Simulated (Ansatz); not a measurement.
# C12H24: structure and electronic state

Aim: characterise C12H24 as a singlet: its structure, frontier levels and distribution of charge.

Computed with Ansatz 0.2.0, Gaussian basis. Level: RKS PBE0-D4/def2-TZVP.

Plan: relaxation at r2SCAN-D4/def2-SVP; a single point at PBE0-D4/def2-TZVP.

6 further runs of the same task are left out: 4 that didn't finish, 2 set aside as unsound or not needed. Runs told in other sessions of the task aren't counted.

### Step 1. The system as given

36 atoms, charge 0, spin multiplicity 1.

Atoms are counted from 1 here; the program's logs count them from 0.

Bond lengths: C1–C2 1.320 Å, C1–H13 1.077 Å, C1–H14 1.078 Å, C2–C3 1.495 Å, C2–H15 1.083 Å, C3–C4 1.532 Å, C3–H16 1.090 Å, C3–H17 1.094 Å, C4–C5 1.529 Å, C4–H18 1.092 Å, C4–H19 1.093 Å, C5–C6 1.528 Å, C5–H20 1.093 Å, C5–H21 1.093 Å, C6–C7 1.528 Å, C6–H22 1.091 Å, C6–H23 1.093 Å, C7–C8 1.528 Å and more. Angles: C2–C1–H13 122.3°, C2–C1–H14 121.6°, H13–C1–H14 116.2°, C1–C2–C3 124.6°, C1–C2–H15 120.2°, C3–C2–H15 115.2°, C2–C3–C4 111.1°, C2–C3–H16 109.6°, C2–C3–H17 109.0°, C4–C3–H16 110.1°, C4–C3–H17 108.8°, H16–C3–H17 108.3°, C3–C4–C5 113.4°, C3–C4–H18 108.9°, C3–C4–H19 108.7°, C5–C4–H18 109.6°, C5–C4–H19 108.6°, H18–C4–H19 107.5° and more.

Geometry (Å):

```xyz
36

C     6.1763   -0.7578   -0.4382
C     5.5176    0.1051    0.3122
C     4.0392    0.0799    0.5353
C     3.3795    1.3545   -0.0009
C     1.8841    1.4382    0.3059
C     1.0501    0.3753   -0.4071
C    -0.4453    0.5732   -0.1632
C    -1.2817   -0.4951   -0.8653
C    -2.7912   -0.2734   -0.7500
C    -3.3187   -0.4407    0.6736
C    -4.8293   -0.2298    0.7872
C    -5.6488   -1.2985    0.0727
H     7.2437   -0.7048   -0.5736
H     5.6719   -1.5645   -0.9458
H     6.0458    0.9100    0.8089
H     3.6112   -0.7965    0.0476
H     3.8427    0.0062    1.6090
H     3.5356    1.4058   -1.0808
H     3.8765    2.2200    0.4450
H     1.7331    1.3524    1.3848
H     1.5237    2.4242    0.0013
H     1.3343   -0.6184   -0.0564
H     1.2523    0.4198   -1.4801
H    -0.6343    0.5420    0.9113
H    -0.7448    1.5602   -0.5238
H    -1.0305   -1.4759   -0.4546
H    -1.0135   -0.5064   -1.9251
H    -3.2899   -0.9924   -1.4027
H    -3.0376    0.7284   -1.1103
H    -3.0687   -1.4412    1.0351
H    -2.8247    0.2814    1.3263
H    -5.0969   -0.2336    1.8467
H    -5.0878    0.7529    0.3862
H    -6.7082   -1.1610    0.2785
H    -5.5063   -1.2491   -1.0036
H    -5.3593   -2.2903    0.4137
```

The start is a GFN2-xTB geometry.

### Step 2. Optimising with r2SCAN-D4/def2-SVP

in.yaml reads:

```yaml
crystal:
  periodic: [false, false, false]
  atoms:
    - {symbol: C, position_ang: [6.176310, -0.757790, -0.438170]}
    - {symbol: C, position_ang: [5.517620, 0.105070, 0.312240]}
    - {symbol: C, position_ang: [4.039160, 0.079870, 0.535260]}
    - {symbol: C, position_ang: [3.379490, 1.354540, -0.000920]}
    - {symbol: C, position_ang: [1.884150, 1.438150, 0.305910]}
    - {symbol: C, position_ang: [1.050070, 0.375340, -0.407060]}
    - {symbol: C, position_ang: [-0.445340, 0.573180, -0.163180]}
    - {symbol: C, position_ang: [-1.281740, -0.495100, -0.865340]}
    - {symbol: C, position_ang: [-2.791170, -0.273390, -0.749980]}
    - {symbol: C, position_ang: [-3.318680, -0.440750, 0.673610]}
    - {symbol: C, position_ang: [-4.829260, -0.229780, 0.787220]}
    - {symbol: C, position_ang: [-5.648760, -1.298490, 0.072740]}
    - {symbol: H, position_ang: [7.243680, -0.704780, -0.573630]}
    - {symbol: H, position_ang: [5.671890, -1.564520, -0.945780]}
    - {symbol: H, position_ang: [6.045770, 0.909980, 0.808900]}
    - {symbol: H, position_ang: [3.611220, -0.796530, 0.047630]}
    - {symbol: H, position_ang: [3.842690, 0.006160, 1.608970]}
    - {symbol: H, position_ang: [3.535580, 1.405790, -1.080760]}
    - {symbol: H, position_ang: [3.876520, 2.220010, 0.445040]}
    - {symbol: H, position_ang: [1.733120, 1.352420, 1.384800]}
    - {symbol: H, position_ang: [1.523690, 2.424200, 0.001310]}
    - {symbol: H, position_ang: [1.334280, -0.618420, -0.056390]}
    - {symbol: H, position_ang: [1.252250, 0.419830, -1.480120]}
    - {symbol: H, position_ang: [-0.634330, 0.541970, 0.911300]}
    - {symbol: H, position_ang: [-0.744810, 1.560250, -0.523770]}
    - {symbol: H, position_ang: [-1.030530, -1.475880, -0.454550]}
    - {symbol: H, position_ang: [-1.013460, -0.506390, -1.925070]}
    - {symbol: H, position_ang: [-3.289910, -0.992400, -1.402710]}
    - {symbol: H, position_ang: [-3.037570, 0.728390, -1.110330]}
    - {symbol: H, position_ang: [-3.068730, -1.441210, 1.035100]}
    - {symbol: H, position_ang: [-2.824670, 0.281410, 1.326330]}
    - {symbol: H, position_ang: [-5.096950, -0.233640, 1.846670]}
    - {symbol: H, position_ang: [-5.087760, 0.752890, 0.386160]}
    - {symbol: H, position_ang: [-6.708180, -1.161010, 0.278470]}
    - {symbol: H, position_ang: [-5.506310, -1.249090, -1.003610]}
    - {symbol: H, position_ang: [-5.359310, -2.290280, 0.413720]}
basis:
  gaussian: {orbitals: def2-SVP}
hamiltonian: {xc: r2scan, dispersion: d4}
scf: {lower_state_search: "off"}
output: {orbitals: {seedname: orbitals}}
relax: {f_tol: 0.03, max_steps: 70}
```

On the command line:

```console
ansatz run in.yaml --threads 4 --pin off --events-out ev --progress --plain --max-ram 6963MiB
```

The runs that follow: Single point, PBE0-D4/def2-TZVP.

Before running them: what should the planned runs give, taken together? Wanted: point group; commonest bond, hydrogen aside; HOMO, LUMO at PBE0-D4/def2-TZVP; dipole at r2SCAN-D4/def2-SVP.

**Answer**, as computed:

| quantity | value |
| --- | --- |
| point group | C1 |
| commonest bond, hydrogen aside | C–C, 11 of mean length 1.509 Å |
| HOMO, LUMO at PBE0-D4/def2-TZVP | -7.28, 0.36 eV |
| dipole at r2SCAN-D4/def2-SVP | 0.51 D |

In words: The molecule keeps its bonding pattern by the stored test; the atoms moved 0.04 Å (rms). No usable vibrations, so a minimum isn't proven. The HOMO lies nearest to C1, C2 about 35 % each and the LUMO to C1, C2 about 29 % each; H13, H14, H15 about 10 % each. The point group is read from a loosely relaxed geometry; soft torsions can leave it below the true symmetry.
